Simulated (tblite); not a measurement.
# C3H8OSi (SMILES C[SiH]1CCO1): GFN1-xTB (electronic temperature 500 K, electric field (0.0021, 0.0026, -0.001) a.u.)

We compute the charge distribution of C3H8OSi. Input form: a Python script.

The results are computed with tblite 0.8.0.

9 further runs of the same task are left out: 9 set aside as unsound or not needed.

## 1. The system as given

The species is C3H8OSi (13 atoms), meant as a singlet with charge 0. SMILES: `C[SiH]1CCO1`. All atoms were displaced at random from a relaxed shape.

Bond lengths: C1–Si2 1.823 Å, Si2–C3 1.804 Å, C3–C4 1.634 Å, Si2–O5 1.676 Å, C4–O5 1.451 Å, C1–H6 1.161 Å, C1–H7 1.095 Å, C1–H8 1.140 Å, Si2–H9 1.517 Å, C3–H10 1.021 Å, C3–H11 1.094 Å, C4–H12 1.070 Å, C4–H13 1.071 Å. Some angles: C1–Si2–C3 111.1°, C1–Si2–O5 113.4°, C3–Si2–O5 80.6°, Si2–C3–C4 83.6°, C3–C4–O5 93.7°, Si2–O5–C4 94.2°, C1–Si2–H9 115.9°, C3–Si2–H9 120.4°, O5–Si2–H9 110.4°, Si2–C1–H6 115.1°.

## 2. Energy and one-electron properties at GFN1-xTB (electronic temperature 500 K, electric field (0.0021, 0.0026, -0.001) a.u.)

The input, script.py:

```python
# GFN1-xTB solvation energies
import json
import numpy as np
from tblite.interface import Calculator
from tblite.library import ffi

symbols = ["C", "Si", "C", "C", "O", "H", "H", "H", "H", "H", "H", "H", "H"]
numbers = np.array([6, 14, 6, 6, 8, 1, 1, 1, 1, 1, 1, 1, 1])
positions = np.array([
    [-1.936705, -0.010408, -0.477852],
    [-0.463927, -0.023194, 0.596877],
    [0.948528, -0.763035, -0.247921],
    [1.724080, 0.583897, 0.256688],
    [0.497115, 1.339054, 0.425916],
    [-2.777706, 0.720702, -0.151934],
    [-2.429017, -0.988036, -0.505264],
    [-1.694289, 0.347923, -1.532417],
    [-0.716740, -0.312058, 2.064359],
    [0.881482, -0.831049, -1.264906],
    [1.336746, -1.637712, 0.281950],
    [2.287846, 0.450455, 1.156512],
    [2.258444, 1.073211, -0.532279],
]) / 0.5291772  # angstrom to bohr

def energy(solvent=None):
    calc = Calculator("GFN1-xTB", numbers, positions, charge=0, uhf=0)
    calc.set("verbosity", 0)
    calc.set("temperature", 500 * 3.166811563e-6)  # kB T in hartree
    calc.set("accuracy", 0.3)
    calc.add("electric-field", ffi.new("double[3]", [0.0021, 0.0026, -0.001]))  # atomic units
    if solvent:
        calc.add("gbsa-solvation", solvent)
    return calc.singlepoint()

wfn = energy()
solvents = ["water", "acetonitrile", "thf", "dmso", "ch2cl2", "chcl3"]
runs = [energy(s) for s in solvents]
print(f"gas phase: E = {wfn.get('energy'):.8f} Eh, dipole {np.linalg.norm(wfn.get('dipole')) * 2.541746:.3f} D")
print("solvent          dG(solv)/kcal/mol   dipole/D")
for s, x in zip(solvents, runs):
    print(f"{s:<14} {(x.get('energy') - wfn.get('energy')) * 627.5095:12.4f} {np.linalg.norm(x.get('dipole')) * 2.541746:12.3f}")
out = {k: np.asarray(wfn.get(k)).tolist() for k in ("energy", "gradient", "charges", "dipole", "orbital-energies", "orbital-occupations")}
out.update(symbols=symbols, positions=(positions * 0.529177210903).tolist(), state_energies=[float(x.get("energy")) for x in runs], state_dipoles=[float(np.linalg.norm(x.get("dipole"))) for x in runs])
json.dump(out, open("results.json", "w"))
```

Launch:

```console
python script.py
```

What values should one expect? Wanted: total energy; dipole moment; HOMO–LUMO gap; largest force on an atom.

**Answer.** As computed:

Level: GFN1-xTB (electronic temperature 500 K, electric field (0.0021, 0.0026, -0.001) a.u.).

| quantity | value |
| --- | --- |
| total energy | -17.21292 Eh |
| dipole moment | 1.94 D |
| HOMO–LUMO gap | 6.37 eV |
| largest force on an atom | 4.460 eV/Å |

Mulliken charges run from -0.46 on O5 to +0.38 on Si2.
